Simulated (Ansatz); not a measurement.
Task: a rigid scan of one bond angle of BrH4NSSi, SMILES N[SiH](S)Br, with the Python package of Ansatz (0.2.0). Give the script and its output. Level of theory (for the species named): B3LYP, def2-SVP basis, multiplicity 1.

| atom | x (Å) | y (Å) | z (Å) |
| --- | --- | --- | --- |
| N | -0.1139 | 1.3785 | 0.2918 |
| Si | 0.3468 | -0.1231 | -0.1835 |
| S | -0.2345 | -1.4203 | 1.3831 |
| Br | -0.6983 | -0.6271 | -2.0023 |
| H | -0.2039 | 2.0087 | -0.5618 |
| H | -1.1164 | 1.3665 | 0.6231 |
| H | 1.8324 | -0.1098 | -0.4227 |
| H | 0.2798 | -2.5306 | 0.8164 |

`bend.py`
```python
import ansatz as az
from ase import Atoms

atoms = Atoms(["N", "Si", "S", "Br", "H", "H", "H", "H"], positions=[
    (-0.1139, 1.3785, 0.2918),
    (0.3468, -0.1231, -0.1835),
    (-0.2345, -1.4203, 1.3831),
    (-0.6983, -0.6271, -2.0023),
    (-0.2039, 2.0087, -0.5618),
    (-1.1164, 1.3665, 0.6231),
    (1.8324, -0.1098, -0.4227),
    (0.2798, -2.5306, 0.8164),
])

first = (
    az.Crystal.molecule_from_ase(atoms).calculation()
    .basis(gaussian="def2-SVP")
    .functional("B3LYP")
    .relax(force_tolerance=0.02, max_steps=80)
)
atoms.positions = first.run(threads=1, pin="off").report["positions_ang"]

rows = []
for angle in [90, 100, 110, 120, 135, 150, 165, 179]:
    bent = atoms.copy()
    bent.set_angle(1, 2, 7, angle, indices=[7])
    model = az.Crystal.molecule_from_ase(bent).calculation().basis(gaussian="def2-SVP").functional("B3LYP")
    rows.append((angle, model.run(threads=1, pin="off").report["free_energy_ev"]))
floor = min(e for _, e in rows)
for angle, e in rows:
    print(f"angle Si1-S2-H7 = {angle:3d} deg   {1000 * (e - floor):9.1f} meV")
```

```console
$ python bend.py
angle Si1-S2-H7 =  90 deg         2.2 meV
angle Si1-S2-H7 = 100 deg         0.0 meV
angle Si1-S2-H7 = 110 deg       104.2 meV
angle Si1-S2-H7 = 120 deg       303.5 meV
angle Si1-S2-H7 = 135 deg       743.2 meV
angle Si1-S2-H7 = 150 deg      1272.0 meV
angle Si1-S2-H7 = 165 deg      1747.1 meV
angle Si1-S2-H7 = 179 deg      1976.1 meV
```

The settings weren't tested for convergence. The scan is rigid, and the energies are electronic, in a modest basis. The zero is the lowest point of the grid, which needn't be the minimum. b3lyp holds the VWN-RPA fit, as in Gaussian; the form of ORCA and Turbomole is b3lyp5. Finished in 64 s on 1 thread of Arm Neoverse V2, on a shared host, peak memory 0.31 GiB.
